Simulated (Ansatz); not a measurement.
# CaZrN2: how the settings move a single-point run

Question: which choices in the input matter for CaZrN2? The cell is built on a prototype (ordering on rocksalt) and needn't be the phase found in nature.

Computed with Ansatz 0.2.0 (reference: DFT, HSE06, plane waves, PAW, unless a step's input says otherwise).

## 1. The structure to begin with

It takes space group R-3m (No. 166, trigonal). The conventional cell has a = 3.310 Å, b = 3.310 Å, c = 16.791 Å, α = 90.00°, β = 90.00°, γ = 120.00°. Ca (site symmetry -3m) is surrounded by 6 N at 2.49 Å. Zr (site symmetry -3m) has 6 N at 2.26 Å as nearest neighbours. N (site symmetry 3m) has 3 Zr at 2.26 Å and 3 Ca at 2.49 Å as nearest neighbours.

As a file:

```
CELL_PARAMETERS angstrom
1.65496 0.95549 5.59687
-1.65496 0.95549 5.59687
0.00000 -1.91098 5.59687
ATOMIC_POSITIONS crystal
Ca 0.00000 0.00000 0.00000
Zr 0.50000 0.50000 0.50000
N 0.23826 0.23826 0.23826
N 0.76174 0.76174 0.76174
```

## 2. Baseline

input.yaml reads:

```yaml
crystal:
  lattice:
    - [1.6549609066, 0.9554921249, 5.5968682516]
    - [-1.6549609066, 0.9554921249, 5.5968682516]
    - [0.0, -1.9109842499, 5.5968682516]
  atoms:
    - { symbol: Ca, position: [1.0, 0.0, 0.0] }
    - { symbol: Zr, position: [0.5, 0.5, 0.5] }
    - { symbol: "N", position: [0.23826285, 0.23826285, 0.23826285] }
    - { symbol: "N", position: [0.76173715, 0.76173715, 0.76173715] }
kpoints:
  mp_grid: { grid: [4, 4, 4] }
hamiltonian:
  xc: hse06
scf:
  occupations: { method: fixed }
  n_extra_bands: 5
output:
  forces: true
  stress: true
  eigenvalues: true
```

Command:

```sh
$ ansatz run input.yaml --threads 4 --pin off --max-ram 3686MiB --backend cpu --events-out ev --progress --plain --runs-dir out
```

## 3. Changing settings: q_mesh [1, 1, 1]

input.yaml, as its differences from that of step 2:

```diff
@@ -17,2 +17,3 @@
   n_extra_bands: 5
+  exx: { q_mesh: [1, 1, 1] }
 output:
```

## 4. Changed: q_mesh [2, 2, 2]

input.yaml, as its differences from that of step 2:

```diff
@@ -17,2 +17,3 @@
   n_extra_bands: 5
+  exx: { q_mesh: [2, 2, 2] }
 output:
```

## 5. Changing settings: occupations.method methfessel_paxton, occupations.width 0.001

input.yaml, as its differences from that of step 2:

```diff
@@ -15,3 +15,3 @@
 scf:
-  occupations: { method: fixed }
+  occupations: { method: methfessel_paxton, width: 0.001 }
   n_extra_bands: 5
```

Before running it: what results should come out? Wanted: for each run, ending; energy change; pressure; gap; force.

As calculated:

| run | ending | energy change | pressure (GPa) | gap (eV) | force (eV/Å) | cycles | time |
| --- | --- | --- | --- | --- | --- | --- | --- |
| reference | converged | 0 | -1.5 | 1.40 | 0.19 | 15 | 16 s |
| 1: q_mesh [1, 1, 1] | converged | - | -1.5 | 1.40 | 0.19 | 15 | 16 s |
| 2: q_mesh [2, 2, 2] | converged | - | -1.5 | 1.40 | 0.19 | 15 | 16 s |
| 3: occupations.method methfessel_paxton, occupations.width 0.001 | converged | 0.0 meV/atom (σ→0) | -1.5 | 1.40 | 0.19 | 16 | 16 s |

Residual by cycle in the longest SCF loop of each run; runs are numbered as in the table. The quantity is the density residual dr2, in eV.

| cycle | reference | run 1 | run 2 | run 3 |
| --- | --- | --- | --- | --- |
| 1 | 0.103 | 0.103 | 0.103 | 0.104 |
| 2 | 0.0457 | 0.0457 | 0.0457 | 0.0458 |
| 3 | 0.0047 | 0.0047 | 0.0047 | 0.00474 |
| 4 | 0.00259 | 0.00259 | 0.00259 | 0.00262 |
| 5 | 1.1e-4 | 1.1e-4 | 1.1e-4 | 9.4e-5 |
| 6 | 3.5e-5 | 3.5e-5 | 3.5e-5 | 3.7e-5 |
| 7 | 1.9e-6 | 1.9e-6 | 1.9e-6 | 1.2e-6 |

«occupations.method methfessel_paxton, occupations.width 0.001» leaves the energy as it was.
